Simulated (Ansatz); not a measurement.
NiMoIrPdW:

```
CELL_PARAMETERS angstrom
2.77046 0.00000 0.00000
-1.38523 2.39928 0.00000
0.00000 0.00000 21.88122
ATOMIC_POSITIONS crystal
Ni 0.33333 0.66667 0.04433
Ni 0.66667 0.33333 0.95562
Mo 0.66667 0.33333 0.34270
Mo 0.66667 0.33333 0.76320
Pd 0.33333 0.66667 0.44768
Pd 0.33333 0.66667 0.65723
Ir 0.33333 0.66667 0.23988
Ir 0.33333 0.66667 0.86050
W 0.66667 0.33333 0.13646
W 0.66667 0.33333 0.55240
```

The cell was built by a generator and needn't be a form met in nature.

Base run:

```yaml
Program: Ansatz 0.2.0
Functional: PBE
Potentials_or_basis: Ansatz PAW
Cutoff: "420 eV (not typed: the program's choice for these potentials)"
k_mesh: 11 × 11 × 2
Occupations: fermi-dirac, width 0.05 eV
Spin: collinear spin, ferromagnetic start
Starting_moments: "[1.0, 1.0, 1.0, 1.0, 0.0, 0.0, 0.6, 0.6, 0.0, 0.0] μB"
```

Its results: band gap on the k mesh none (metal or under the smearing width); pressure -0.1 GPa; net moment 0.00 μB per cell; largest force 0.149 eV/Å.

Q: The run is repeated on the same cell with these changes: functional from PBE to r2SCANh; cutoff from 420 eV (not typed: the program's choice for these potentials) to 500 eV (not typed: the program's choice for these potentials); k mesh from 11 × 11 × 2 to 5 × 5 × 1. What comes out?

A: Band gap on the k mesh none (metal or under the smearing width); pressure -7.4 GPa; net moment 1.03 μB per cell; site moments Ni +0.39, +0.95; Mo -0.07, -0.02; Pd -0.02, -0.01; Ir -0.06, +0.09; W -0.00, -0.03 μB; largest force 0.425 eV/Å.

Several settings changed at once, so the effect can't be laid on one alone.

Caveats: some runs use coarse meshes; the starting moments weren't kept (some runs); the magnetic or orbital state may not be the lowest (some runs); the PAW data sets come from PBE, with cores solved anew for the run's functional, which leaves a small shift of forces and pressure (some runs); the thresholds are loose for stress (some runs).
